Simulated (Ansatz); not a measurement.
# HfSiH3 (sextet): wave-function methods side by side, def2-TZVPP

An exercise on one series of results from a longer session: the logs are not shown, and one member is left open.

Computed with Ansatz 0.2.0, Gaussian basis. Level: def2-TZVPP, core rule «outside noble gas», up to 9 orbitals frozen.

To be run: UHF; CCSD(T) on ROHF; CCSD(T) on UHF; CCSDT(Q) on ROHF; CCSDT(Q) on UHF.

10 further runs of the same task are left out: 3 for a known fault of the program, 2 that didn't finish, 5 set aside as unsound or not needed.

**What is computed**

The geometry is a PBE0/def2-TZVP stationary point (not a proven minimum). No spin-orbit coupling is included. Elements past krypton take def2 core potentials.

5 atoms, charge 0, spin multiplicity 6.

Atoms are counted from 1 here; the program's logs count them from 0.

Bond lengths: Hf1–Si2 2.795 Å, Si2–H3 1.495 Å, Si2–H4 1.495 Å, Si2–H5 1.495 Å. Angles: Hf1–Si2–H3 110.0°, Hf1–Si2–H4 106.2°, Hf1–Si2–H5 110.0°, H3–Si2–H4 110.3°, H3–Si2–H5 110.0°, H4–Si2–H5 110.3°.

The first run:

File in.yaml:

```yaml
crystal:
  periodic: [false, false, false]
  atoms:
    - {symbol: Hf, position_ang: [0.000000, -0.000179, 0.421687]}
    - {symbol: Si, position_ang: [0.000000, -0.000820, -2.372815]}
    - {symbol: H, position_ang: [1.224151, -0.689841, -2.882975]}
    - {symbol: H, position_ang: [-0.000057, 1.434267, -2.791360]}
    - {symbol: H, position_ang: [-1.224097, -0.689938, -2.882975]}
basis:
  gaussian: {orbitals: def2-TZVPP}
magnetization: {spin_polarized: true, initial_magnetization: 5}
hamiltonian: {xc: hf}
output: {orbitals: {seedname: orbitals}}
```

Started as:

```console
$ ansatz run in.yaml --threads 1 --pin off --events-out ev --progress --plain --max-ram 4096MiB --backend cpu
```

Among the steps run: UHF; CCSD(T) on ROHF; CCSD(T) on UHF; CCSDT(Q) on ROHF; CCSDT(Q) on UHF.

One of the session's tables, all rows but one given; the rest of the session is left out.

```
   method  from RCCSDT(Q) (meV)
     ROHF               +5515.0
      UHF               +5356.5
     RMP2               +1186.0
     UMP2               +1071.4
    RCCSD                +218.5
    UCCSD                +113.0
 RCCSD(T)                 +48.7
 UCCSD(T)                 -53.8
   RCCSDT                  +6.6
   UCCSDT                 -95.0
RCCSDT(Q)                     0
UCCSDT(Q)                     ?
```

Q: Estimate the row for UCCSDT(Q) from the others.

As computed: from RCCSDT(Q) (meV): -101.7. In the column «from RCCSDT(Q) (meV)» it is the lowest.

With the free atoms at the same levels and basis (separate runs), the atomisation energy is 8.442 eV at RCCSDT(Q), 8.453 eV at RCCSD(T), 8.467 eV at UCCSD(T), 6.973 eV at ROHF.

To keep in mind: Warnings: coupled cluster took another determinant than the lowest. Restricted and unrestricted rows rest on different reference determinants; where their highest levels disagree by more than a few hundredths of an eV, they describe different states and don't form one ladder.
